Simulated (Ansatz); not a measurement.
# F₃H₃SiSn: basis-set convergence

The task here is to estimate one member of a computed series from the others.

Method: one geometry, several basis sets; program: Ansatz 0.2.0, Gaussian basis.

Levels to be run: PBE0-D4/def2-SVP; ωB97M-V/def2-SVP; PBE0-D4/def2-QZVPP; ωB97M-V/def2-QZVPP; the functionals' def2-TZVPP values are taken from earlier runs.

## The relaxed structure

The geometry comes from an earlier relaxation with PBE0-D4 in a triple-zeta def2 set; it is a stationary point, not always the lowest conformer. Sn takes the def2 core potential; no spin-orbit term is included.

SMILES `F[Si](F)(F)[SnH3]`, 8 atoms, charge 0, spin multiplicity 1.

Atoms are counted from 1 here; the program's logs count them from 0.

Bond lengths: F1–Si2 1.583 Å, Si2–F3 1.583 Å, Si2–F4 1.583 Å, Si2–Sn5 2.553 Å, Sn5–H6 1.701 Å, Sn5–H7 1.701 Å, Sn5–H8 1.701 Å. Angles: F1–Si2–F3 106.8°, F1–Si2–F4 106.8°, F1–Si2–Sn5 112.0°, F3–Si2–F4 106.8°, F3–Si2–Sn5 112.0°, F4–Si2–Sn5 112.1°, Si2–Sn5–H6 109.0°, Si2–Sn5–H7 109.0°, Si2–Sn5–H8 109.0°, H6–Sn5–H7 109.9°, H6–Sn5–H8 109.9°, H7–Sn5–H8 109.9°.

Set-up of the first run:

Contents of in.yaml:

```yaml
crystal:
  periodic: [false, false, false]
  atoms:
    - {symbol: F, position_ang: [0.564003, -1.688037, 1.562503]}
    - {symbol: Si, position_ang: [0.853529, -0.921738, 0.208342]}
    - {symbol: F, position_ang: [0.855517, -2.009689, -0.941066]}
    - {symbol: F, position_ang: [2.329657, -0.359708, 0.307970]}
    - {symbol: Sn, position_ang: [-0.850244, 0.929420, -0.227557]}
    - {symbol: H, position_ang: [-0.791368, 2.049139, 1.051768]}
    - {symbol: H, position_ang: [-0.466145, 1.702641, -1.693335]}
    - {symbol: H, position_ang: [-2.402748, 0.240771, -0.324525]}
basis:
  gaussian: {orbitals: def2-SVP}
hamiltonian: {xc: pbe0, dispersion: d4}
output: {orbitals: {seedname: orbitals}}
```

On the command line:

```bash
> ansatz run in.yaml --threads 4 --pin off --events-out ev --progress --plain --max-ram 10444MiB
```

Among the steps run: PBE0-D4 in def2-SVP; ωB97M-V in def2-SVP; PBE0-D4 in def2-QZVPP; ωB97M-V in def2-QZVPP.

One table of the session follows, with a row left open; its other results are not shown here.

```
functional       basis  HOMO (eV)  LUMO (eV)
   PBE0-D4    def2-SVP      -8.84      -0.11
   PBE0-D4  def2-TZVPP          ?          ?
   PBE0-D4  def2-QZVPP      -8.92      -0.40
   ωB97M-V    def2-SVP     -10.86       1.69
   ωB97M-V  def2-TZVPP     -10.96       1.35
   ωB97M-V  def2-QZVPP     -10.98       1.13
```

Q: Estimate the row for PBE0-D4, def2-TZVPP from the others.

The run gave: HOMO (eV): -8.90; LUMO (eV): -0.33. In the column «HOMO (eV)» it lies between PBE0-D4, def2-QZVPP (-8.92) and PBE0-D4, def2-SVP (-8.84).
